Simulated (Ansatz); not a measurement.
# CHClNSi radical: up Jacob's ladder to CCSD(T)

An exercise on one series of results from a longer session: the logs are not shown, and one member is left open.

The runs use Ansatz 0.2.0, Gaussian basis; functionals in def2-TZVPP, the program's frozen cores in correlated methods.

The runs, in order: LDA (SPW92), PBE-D4, revPBE-D4, BLYP-D4, r2SCAN-D4, B97M-V, PBE0-D4, B3LYP-D4, r2SCANh-D4, r2SCAN0-D4, HSE06-D4, BHLYP-D4, CAM-B3LYP-D4, LC-ωPBE, ωB97X-V, ωB97M-V, B2PLYP, PBE-QIDH; CCSD(T)/def2-SVP; CCSD(T)/def2-TZVPP; MP2/def2-QZVPP; extrapolation to the limit; RPA on PBE.

### The relaxed structure

All runs share one geometry, relaxed beforehand with PBE0-D4 in a triple-zeta def2 set.

5 atoms, charge 0, spin multiplicity 2.

Atoms are counted from 1 here; the program's logs count them from 0.

Bond lengths: N1–C2 1.154 Å, C2–Si3 1.834 Å, Si3–Cl4 2.035 Å, Si3–H5 1.481 Å. Angles: N1–C2–Si3 174.6°, C2–Si3–Cl4 109.0°, C2–Si3–H5 108.9°, Cl4–Si3–H5 110.9°.

Geometry (Å):

```xyz
5
charge 0, multiplicity 2
N    -1.3702    0.1305   -1.8275
C    -0.7561    0.0075   -0.8580
Si    0.1054   -0.3101    0.7300
Cl    2.0401   -0.8107    0.3470
H     0.0307    0.9090    1.5671
```

Set-up of the first run:

File in.yaml:

```yaml
crystal:
  periodic: [false, false, false]
  atoms:
    - {symbol: N, position_ang: [-1.370151, 0.130516, -1.827546]}
    - {symbol: C, position_ang: [-0.756118, 0.007483, -0.857998]}
    - {symbol: Si, position_ang: [0.105410, -0.310086, 0.729983]}
    - {symbol: Cl, position_ang: [2.040072, -0.810663, 0.346978]}
    - {symbol: H, position_ang: [0.030687, 0.909049, 1.567083]}
basis:
  gaussian: {orbitals: def2-TZVPP}
magnetization: {spin_polarized: true, initial_magnetization: 1}
hamiltonian: {xc: lda}
output: {orbitals: {seedname: orbitals}}
```

Steps of the session up to this table: LDA; PBE-D4 (GGA); revPBE-D4 (GGA); BLYP-D4 (GGA); r2SCAN-D4 (meta-GGA); B97M-V (meta-GGA); PBE0-D4 (hybrid); B3LYP-D4 (hybrid); r2SCANh-D4 (hybrid); r2SCAN0-D4 (hybrid); HSE06-D4 (hybrid); BHLYP-D4 (hybrid); CAM-B3LYP-D4 (range-separated); LC-ωPBE-D4 (range-separated; the results give it without D4); ωB97X-V (range-separated); ωB97M-V (range-separated); B2PLYP (double hybrid); PBE-QIDH (double hybrid).

One table of the session follows, with a row left open; its other results are not shown here.

It belongs to the step «Orbital energies across the functionals». 

```
  functional  HOMO (eV)  LUMO (eV)  gap (eV)
 LDA (SPW92)      -6.12      -5.00      1.12
      PBE-D4          ?          ?         ?
   revPBE-D4      -6.10      -4.41      1.70
     BLYP-D4      -5.91      -4.57      1.35
   r2SCAN-D4      -6.50      -4.14      2.36
      B97M-V      -6.20      -4.67      1.54
     PBE0-D4      -7.30      -3.67      3.63
    B3LYP-D4      -7.01      -4.05      2.96
  r2SCANh-D4      -6.93      -3.84      3.08
  r2SCAN0-D4      -7.57      -3.40      4.17
    HSE06-D4      -6.90      -4.06      2.85
    BHLYP-D4      -8.30      -2.87      5.43
CAM-B3LYP-D4      -8.51      -2.78      5.73
     LC-ωPBE      -9.95      -1.37      8.58
     ωB97X-V      -9.42      -1.90      7.52
     ωB97M-V      -9.04      -2.00      7.04
```

Q: Estimate the row for PBE-D4 from the others.

**Answer.** HOMO (eV): -6.12; LUMO (eV): -4.56; gap (eV): 1.57.
